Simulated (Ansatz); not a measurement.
# KSi3: the cost of one run

Computed with Ansatz 0.2.0 (DFT PBE, scalar-relativistic, plane waves, PAW, unless a step's input says otherwise).

### 1 The system as given

Symmetry: P4_2/mmc, No. 131, tetragonal system. Conventional cell: a = 4.217 Å, b = 4.217 Å, c = 8.799 Å, α = 90.00°, β = 90.00°, γ = 90.00°. Around K (site symmetry mmm) lie 8 Si at 2.81 to 2.98 Å. Around Si (site symmetry mmm) lie 4 Si at 2.81 Å and 4 K at 2.98 Å. Around Si (site symmetry 2mm) lie 2 K at 2.81 Å and 2 Si at 2.81 Å.

Coordinates:

```
K Si
1.0
     4.21739    0.00000    0.00000
     0.00000    4.21739    0.00000
     0.00000    0.00000    8.79891
K Si
2 6
Direct
  0.00000 0.00000 0.00000
  0.00000 0.00000 0.50000
  0.50000 0.50000 0.00000
  0.50000 0.50000 0.50000
  0.50000 0.00000 0.21143
  0.50000 0.00000 0.78857
  0.00000 0.50000 0.28857
  0.00000 0.50000 0.71143
```

Recipe of the guess: YPt3 type (Pm-3m) distorted into a subgroup (P4_2/mmc, No. 131). Lengths come from tabulated atomic sizes and are only a guess.

### 2 The guess as it stands, on a coarse mesh

File input.yaml:

```yaml
crystal:
  lattice:
    - [4.21739292, 0.0, 0.0]
    - [0.0, 4.21739292, 0.0]
    - [0.0, 0.0, 8.79891229]
  atoms:
    - { symbol: K, position: [0.0, 0.0, 0.0] }
    - { symbol: K, position: [0.0, 0.0, 0.5] }
    - { symbol: Si, position: [0.5, 0.5, 0.0] }
    - { symbol: Si, position: [0.5, 0.5, 0.5] }
    - { symbol: Si, position: [0.5, 0.0, 0.2114313] }
    - { symbol: Si, position: [0.5, 0.0, 0.7885687] }
    - { symbol: Si, position: [0.0, 0.5, 0.2885687] }
    - { symbol: Si, position: [0.0, 0.5, 0.7114313] }
basis:
  ecutwfc: 420
kpoints:
  mp_grid: { grid: [4, 4, 2] }
hamiltonian:
  xc: pbe
scf:
  occupations: { method: gaussian, width: 0.1 }
  lower_state_search: "off"
output:
  forces: true
  stress: true
  eigenvalues: true
```

Run with:

```sh
ansatz run input.yaml --threads 1 --pin off --max-ram 2048MiB --backend cpu --events-out ev --progress --plain --runs-dir out
```

Q: Estimate wall time and peak memory on 1 thread of Arm Neoverse V2, shared host.

About 3.5 s, with a peak of 0.43 GiB.
